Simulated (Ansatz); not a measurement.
Set up this calculation in Ansatz 0.2.0, as the native input.

```yaml
Task: band structure
Functional: PBEsol
Potentials_or_basis: all-electron LAPW, scalar-relativistic
Cutoff: 227 eV (chosen from the basis error)
Basis_error_allowed: 0.002 eV/atom
k_mesh: 9 × 9 × 9
Occupations: fermi-dirac, width 0.05 eV
Spin: no spin polarisation
```

Crystal: TaTi3.

```
Ta Ti
1.0
    -1.99787    1.99787    4.39796
     1.99787   -1.99787    4.39796
     1.99787    1.99787   -4.39796
Ta Ti
1 3
Direct
  0.00000 0.00000 0.00000
  0.50000 0.50000 0.00000
  0.25000 0.75000 0.50000
  0.75000 0.25000 0.50000
```

The cell comes from a database or a generator and needn't be the stable form of this composition.

These files were run (other wordings do the same):

input.yaml

```yaml
crystal:
  lattice:
    - [-1.997865, 1.997865, 4.397963]
    - [1.997865, -1.997865, 4.397963]
    - [1.997865, 1.997865, -4.397963]
  atoms:
    - { symbol: Ta, position: [0.0, 0.0, 0.0] }
    - { symbol: Ti, position: [0.5, 0.5, 0.0] }
    - { symbol: Ti, position: [0.25, 0.75, 0.5] }
    - { symbol: Ti, position: [0.75, 0.25, 0.5] }
kpoints:
  mp_grid: { grid: [9, 9, 9] }
  band_path:
    path:
      - [0.0, 0.0, 0.0]
      - [0.0, 0.0, 0.5]
      - [-0.103180859, 0.103180859, 0.5]
      - [-0.3015904295, 0.3015904295, 0.3015904295]
      - [0.0, 0.0, 0.0]
      - [0.5, 0.5, -0.5]
      - [0.3015904295, 0.6984095705, -0.3015904295]
      - [0.0, 0.5, 0.0]
    npoints: 8
scf:
  occupations: { method: fermi_dirac, width: 0.05 }
hamiltonian:
  xc: pbesol
  pseudopotentials: { kind: all_electron, lapw: { basis_error: 0.002 } }
output:
  forces: true
  stress: true
  eigenvalues: true
```

Potentials or basis: all-electron LAPW, scalar-relativistic.

Command:

```sh
$ ansatz run input.yaml --threads 2 --pin off --max-ram 8192MiB --backend cpu --events-out ev --progress --plain --runs-dir out
```

It gave:

| Item | Value |
| --- | --- |
| Pressure | -4.7 GPa |
| Band gap along the path | none (metal or under the smearing width) |

Caveat: spin-orbit coupling is left out, which moves the levels of the heavy elements.

Wall time 37 s on 2 threads of Arm Neoverse V1, with other jobs on the host, peak memory 0.61 GiB.
